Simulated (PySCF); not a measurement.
# MnN4H12 (+2): ligand-field states, part 2 of 2

PySCF 2.14.0. Atoms count from 0. The steps go on from the part before.

## (6) Ligand-field states: state-averaged CASSCF (bond length × 1.08)

What the job is given:

```
{"job": {"kind": "lf", "basis": {"metal": "x2c-TZVPall", "ligand": "x2c-SVPall"}, "nevpt": true, "reuse": true}, "charge": 2, "metal": "Mn", "open_shell": "d5"}
Mn     0.000000     0.000000     0.000000
N      1.334372     1.334372     1.334372
H      1.175017     1.175017     2.329165
H      2.329164     1.175017     1.175018
H      1.175017     2.329164     1.175018
N     -1.334372    -1.334372     1.334372
H     -1.175017    -1.175017     2.329165
H     -2.329164    -1.175017     1.175018
H     -1.175017    -2.329164     1.175018
N     -1.334372     1.334372    -1.334372
H     -1.175017     1.175017    -2.329165
H     -2.329164     1.175017    -1.175018
H     -1.175017     2.329164    -1.175018
N      1.334372    -1.334372    -1.334372
H      1.175017    -1.175017    -2.329165
H      2.329164    -1.175017    -1.175018
H      1.175017    -2.329164    -1.175018
```

With the program's defaults for keys left out, this is: state-averaged CASSCF of the metal d shell, SC-NEVPT2 on the averaged canonical orbitals, state-interaction spin-orbit coupling.

The log of the run:

```text
basis functions 164, electrons 63, active (5e, 5o)
start from the orbitals of the previous structure
stage 1: DIIS on the effective Fock matrix, level shift 0.30
cycle   1  E = -1381.2482361202  dE = -1.381e+03  max|g| = 9.858e-01
cycle   2  E = -1381.5031074619  dE = -2.549e-01  max|g| = 1.228e-01
cycle   3  E = -1381.5198103276  dE = -1.670e-02  max|g| = 4.041e-02
cycle   4  E = -1381.5219715708  dE = -2.161e-03  max|g| = 2.096e-02
cycle   5  E = -1381.5225785577  dE = -6.070e-04  max|g| = 1.065e-02
cycle   6  E = -1381.5224445449  dE =  1.340e-04  max|g| = 1.586e-02
cycle   7  E = -1381.5226370702  dE = -1.925e-04  max|g| = 1.215e-02
cycle   8  E = -1381.5227681940  dE = -1.311e-04  max|g| = 8.693e-03
cycle   9  E = -1381.5228357562  dE = -6.756e-05  max|g| = 5.114e-03
cycle  10  E = -1381.5228503967  dE = -1.464e-05  max|g| = 4.667e-03
cycle  11  E = -1381.5228529927  dE = -2.596e-06  max|g| = 4.688e-03
cycle  12  E = -1381.5228544852  dE = -1.493e-06  max|g| = 4.663e-03
cycle  13  E = -1381.5228564599  dE = -1.975e-06  max|g| = 4.540e-03
cycle  14  E = -1381.5228601716  dE = -3.712e-06  max|g| = 4.256e-03
cycle  15  E = -1381.5228631073  dE = -2.936e-06  max|g| = 4.006e-03
cycle  16  E = -1381.5228679620  dE = -4.855e-06  max|g| = 3.574e-03
cycle  17  E = -1381.5228692917  dE = -1.330e-06  max|g| = 3.683e-03
cycle  18  E = -1381.5228698710  dE = -5.794e-07  max|g| = 3.622e-03
cycle  19  E = -1381.5228693874  dE =  4.836e-07  max|g| = 3.700e-03
cycle  20  E = -1381.5228689334  dE =  4.540e-07  max|g| = 2.848e-03
cycle  21  E = -1381.5228699466  dE = -1.013e-06  max|g| = 3.202e-03
cycle  22  E = -1381.5228707818  dE = -8.352e-07  max|g| = 3.259e-03
cycle  23  E = -1381.5228707863  dE = -4.470e-09  max|g| = 3.594e-03
cycle  24  E = -1381.5228699336  dE =  8.526e-07  max|g| = 3.711e-03
cycle  25  E = -1381.5228692790  dE =  6.547e-07  max|g| = 3.716e-03
cycle  26  E = -1381.5228721228  dE = -2.844e-06  max|g| = 3.337e-03
stage 2: quasi-Newton rotations from the point of smallest gradient
cycle  28  E = -1381.5228840335  dE = -1.510e-05  max|g| = 1.764e-03
cycle  29  E = -1381.5228858796  dE = -1.846e-06  max|g| = 9.849e-04
cycle  30  E = -1381.5228861619  dE = -2.822e-07  max|g| = 5.718e-05
cycle  31  E = -1381.5228861658  dE = -3.936e-09  max|g| = 9.495e-06
converged average energy = -1381.5228861658

 mult deg   label        CASSCF/cm-1   NEVPT2/cm-1
   6   1   6A1                 0.0           0.0
   4   3   4T1             29092.8       25781.0
   4   3   4T2             29997.4       27290.7
   4   1   4A1             30255.9       27704.6
   4   2   4E              30421.7       27843.3
   4   3   4T1             36225.6       32496.5
   4   3   4T2             37206.3       32561.4
   4   2   4E              37879.1       33433.9
   2   3   2T2             41550.6       37562.3
   2   1   2A2             42152.7       38635.7
   2   3   2T1             42382.0       39073.9
   2   3   2T2             42764.4       39608.4
   2   2   2E              43010.9       40011.2
   2   1   2A1             43165.4       40354.7
   2   3   2T2             46963.4       41166.3
   2   2   2E              48559.1       42501.2
   2   3   2T1             49887.7       44266.2
   4   3   4T1             50873.3       44865.8
   4   1   4A2             51093.6       45094.3
   2   1   2A2             50502.9       45219.9
   2   3   2T2             51090.4       45585.6
   4   3   4T2             51433.5       45678.8
   2   3   2T1             52856.3       47615.9
   2   2   2E              53410.8       48125.0
   2   1   2A1             54571.8       48666.1
   2   3   2T1             53599.3       48766.0
   2   3   2T2             54816.7       49825.4
   2   1   2G              55464.2       50011.8
   2   3   2G              55463.3       50034.0
   2   1   2G              55461.5       50077.7
   2   3   2T2             56027.1       51150.9
   2   3   2T2             58723.9       51854.6
   2   3   2T1             59263.6       52461.0
   2   1   2A2             59420.5       52861.7
   2   1   2A1             65126.9       56608.5
   2   2   2E              72249.4       63122.9
   2   3   2T2             72563.3       63599.6
   2   2   2E              79675.7       70205.0
   2   3   2T1             79714.3       70351.6
   2   3   2T2             79859.5       70561.8
   2   1   2A1             79820.6       70623.0
   2   3   2T1             97617.2       84484.3
   2   3   2T2            105464.8       91379.5
   2   2   2E             105434.8       91473.6

spin-orbit levels / cm-1
      0.00  x6  6A1 1.00
  25756.80  x2  4T1 1.00
  25762.62  x4  4T1 1.00
  25786.02  x2  4T1 1.00
  25792.02  x4  4T1 1.00
  27262.95  x2  4T2 1.00
  27264.76  x4  4T2 1.00
  27306.76  x4  4T2 1.00
  27325.25  x2  4T2 1.00
  27702.75  x4  4A1 1.00
  27839.52  x2  4E 1.00
  27842.35  x4  4E 1.00
  27844.38  x2  4E 1.00
  32123.19  x4  4T1 0.56 4T2 0.43
  32223.57  x2  4T1 0.59 4T2 0.38 4E 0.03
  32223.58  x2  4T1 0.59 4T2 0.38 4E 0.03
  32228.69  x2  4T1 0.57 4T2 0.37 4E 0.06
  32369.18  x2  4T1 0.71 4T2 0.28
  32549.27  x2  4T2 0.63 4T1 0.31 4E 0.06
  32725.53  x4  4T2 0.60 4T1 0.35 4E 0.05
```

Run time: 11 s. Hardware: 1 thread of Arm Neoverse V2, shared host; peak memory 0.37 GiB.

From this job:

```tsv
quantity	value
spin-orbit constant ζ	306 cm⁻¹
```

Powder susceptibility:

```tsv
T (K)	χT (cm³ K/mol)	μ(eff)
2	4.386	5.92
20	4.386	5.92
100	4.386	5.92
300	4.386	5.92
```

## (7) Ligand field across the series

From the NEVPT2 states (cm⁻¹; the spread is that of the fitted one-electron ligand-field levels):

```tsv
step	setting	ground state	next state	orbital spread	Racah B	ζ	μ(eff), 300 K
2	as given	6A1	4T1 at 23910	3861	855	300	5.92
3	bond length × 0.92	6A1	4T1 at 21113	5818	805	290	5.92
4	bond length × 0.96	6A1	4T1 at 22655	4777	831	296	5.92
5	bond length × 1.04	6A1	4T1 at 24939	3227	869	304	5.92
6	bond length × 1.08	6A1	4T1 at 25781	2667	883	306	5.92
```

## (8) Outcome

What follows sums up all 2 parts.

```
                                                         quantity       value
            spin-orbit constant ζ (step 2, state-averaged CASSCF)    300 cm⁻¹
ground multiplicity, μ(eff) at 300 K (step 2, 4 donors at 2.14 Å)  6, 5.92 μB
ground multiplicity, μ(eff) at 300 K (step 3, 4 donors at 1.97 Å)  6, 5.92 μB
ground multiplicity, μ(eff) at 300 K (step 4, 4 donors at 2.05 Å)  6, 5.92 μB
ground multiplicity, μ(eff) at 300 K (step 5, 4 donors at 2.23 Å)  6, 5.92 μB
ground multiplicity, μ(eff) at 300 K (step 6, 4 donors at 2.31 Å)  6, 5.92 μB
```

In words: In step 2, χT goes from 4.39 at 2 K to 4.39 cm³ K/mol at 300 K: nearly flat, so one level governs the whole range. The spread of the ligand-field levels runs from 2667 cm⁻¹ (bond length × 1.08) to 5818 cm⁻¹ (bond length × 0.92); μ(eff) at 300 K: 5.92 μB.
